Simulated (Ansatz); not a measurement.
**CH₅FN₂SSi: how energies converge with the basis set**

One table from this session's results is given with a row withheld; the runs are named, their logs left out.

Method: one geometry, several basis sets; program: Ansatz 0.2.0, Gaussian basis.

The runs, in order: PBE0-D4/def2-SVP; ωB97M-V/def2-SVP; PBE0-D4/def2-QZVPP; ωB97M-V/def2-QZVPP; the functionals' def2-TZVPP values are taken from earlier runs.

### Structure used throughout

An earlier PBE0-D4 in a triple-zeta def2 set relaxation fixed the geometry.

SMILES `N=C(F)S[SiH2]N`, 11 atoms, charge 0, spin multiplicity 1.

Atoms are counted from 1 here; the program's logs count them from 0.

Bond lengths: N1–C2 1.244 Å, N1–H7 1.017 Å, C2–F3 1.358 Å, C2–S4 1.746 Å, S4–Si5 2.179 Å, Si5–N6 1.704 Å, Si5–H8 1.479 Å, Si5–H9 1.479 Å, N6–H10 1.007 Å, N6–H11 1.007 Å. Angles: C2–N1–H7 112.0°, N1–C2–F3 123.0°, N1–C2–S4 124.1°, F3–C2–S4 112.9°, C2–S4–Si5 101.4°, S4–Si5–N6 108.3°, S4–Si5–H8 108.8°, S4–Si5–H9 108.7°, N6–Si5–H8 109.1°, N6–Si5–H9 109.1°, H8–Si5–H9 112.7°, Si5–N6–H10 121.1°, Si5–N6–H11 121.2°, H10–N6–H11 111.7°.

Set-up of the first run:

in.yaml reads:

```yaml
crystal:
  periodic: [false, false, false]
  atoms:
    - {symbol: N, position_ang: [2.874633, -1.315868, 0.491567]}
    - {symbol: C, position_ang: [1.710048, -0.878414, 0.509085]}
    - {symbol: F, position_ang: [0.875320, -1.038902, 1.568627]}
    - {symbol: S, position_ang: [0.975044, -0.000054, -0.809203]}
    - {symbol: Si, position_ang: [-1.014727, 0.388128, -0.011647]}
    - {symbol: N, position_ang: [-1.901699, 1.251131, -1.183356]}
    - {symbol: H, position_ang: [3.113815, -1.797687, 1.355101]}
    - {symbol: H, position_ang: [-0.886257, 1.218113, 1.205657]}
    - {symbol: H, position_ang: [-1.683588, -0.905351, 0.246677]}
    - {symbol: H, position_ang: [-1.730552, 2.229022, -1.349914]}
    - {symbol: H, position_ang: [-2.266736, 0.792980, -2.001997]}
basis:
  gaussian: {orbitals: def2-SVP}
hamiltonian: {xc: pbe0, dispersion: d4}
output: {orbitals: {seedname: orbitals}}
```

Run with:

```bash
$ ansatz run in.yaml --threads 4 --pin off --events-out ev --progress --plain --max-ram 10444MiB
```

Steps of the session up to this table: PBE0-D4 in def2-SVP; ωB97M-V in def2-SVP; PBE0-D4 in def2-QZVPP; ωB97M-V in def2-QZVPP.

One of the session's tables, all rows but one given; the rest of the session is left out.

| functional | basis | HOMO (eV) | LUMO (eV) |
| --- | --- | --- | --- |
| PBE0-D4 | def2-SVP | ? | ? |
| PBE0-D4 | def2-TZVPP | -7.40 | -0.15 |
| PBE0-D4 | def2-QZVPP | -7.44 | -0.32 |
| ωB97M-V | def2-SVP | -9.33 | 2.31 |
| ωB97M-V | def2-TZVPP | -9.53 | 1.56 |
| ωB97M-V | def2-QZVPP | -9.57 | 1.21 |

Estimate the missing values for PBE0-D4, def2-SVP.

**Answer.** HOMO (eV): -7.25; LUMO (eV): 0.30. In the column «HOMO (eV)» it is the highest.
